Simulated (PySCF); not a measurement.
# C4H12Se4Ti (Ti(SeMe)4): the cost of one run

The runs use PySCF 2.14.0, with density-fitted response routines of our own; the level of theory stands in each step. All values are computed, except where a source is named. Atoms count from 0, in the outputs and in this text.

## Step 1: Starting geometry

21 atoms, charge 0, multiplicity 1; geometry from: GFN2-xTB. The atoms were then displaced at random by about 0.03 Å, so the start is not that level's minimum.

Bonds of the start (Å): Ti0–Se1 2.38, Ti0–Se6 2.38, Ti0–Se11 2.48, Ti0–Se16 2.34, Se1–C2 1.94, C2–H3 1.03, C2–H4 1.09, C2–H5 1.14, Se6–C7 1.99, C7–H8 1.11, C7–H9 1.01, C7–H10 1.13, Se11–C12 1.91, C12–H13 1.14, C12–H14 1.00, C12–H15 1.17, Se16–C17 2.01, C17–H18 1.08, C17–H19 1.11, C17–H20 1.11.

## Step 2: Geometry optimisation at PBE0-D3(BJ)/def2-SVP

The job: settings as JSON, then the geometry in Å.

```
{"job": {"xc": "PBE0", "basis": "def2-SVP", "d3": "d3bj", "grid": 1, "maxiter": 40, "shake": 0.03, "kind": "geom"}, "charge": 0, "multiplicity": 1}
Ti     0.066440    -0.071910     0.007200
Se    -0.096640    -0.101650     2.384070
C      1.154970    -1.588730     2.335480
H      0.931950    -2.372290     1.705160
H      1.318610    -1.966530     3.348290
H      2.163070    -1.192520     1.984330
Se     2.308020     0.277110    -0.716310
C      1.743020     0.099000    -2.610910
H      1.327160    -0.922530    -2.685470
H      2.550090     0.258840    -3.203530
H      0.882040     0.804190    -2.781650
Se    -1.272790     1.863020    -0.780840
C     -0.342400     3.093510     0.351800
H     -0.549620     2.831480     1.441030
H     -0.567100     4.052400     0.156990
H      0.810160     2.971060     0.209550
Se    -0.883570    -2.003840    -0.898910
C     -2.685410    -1.549120    -0.125550
H     -2.558530    -1.387010     0.934750
H     -3.397190    -2.392290    -0.284920
H     -3.089030    -0.686220    -0.700150
```

Started as:

```bash
$ OMP_NUM_THREADS=2 python probes_run.py task.json out
```

This one command runs all jobs of the session in turn.

Q: Estimate the wall time and peak memory of this first job on 2 threads of AMD EPYC 7R43, shared host.

About 22 min, with a peak of 2.9 GiB.
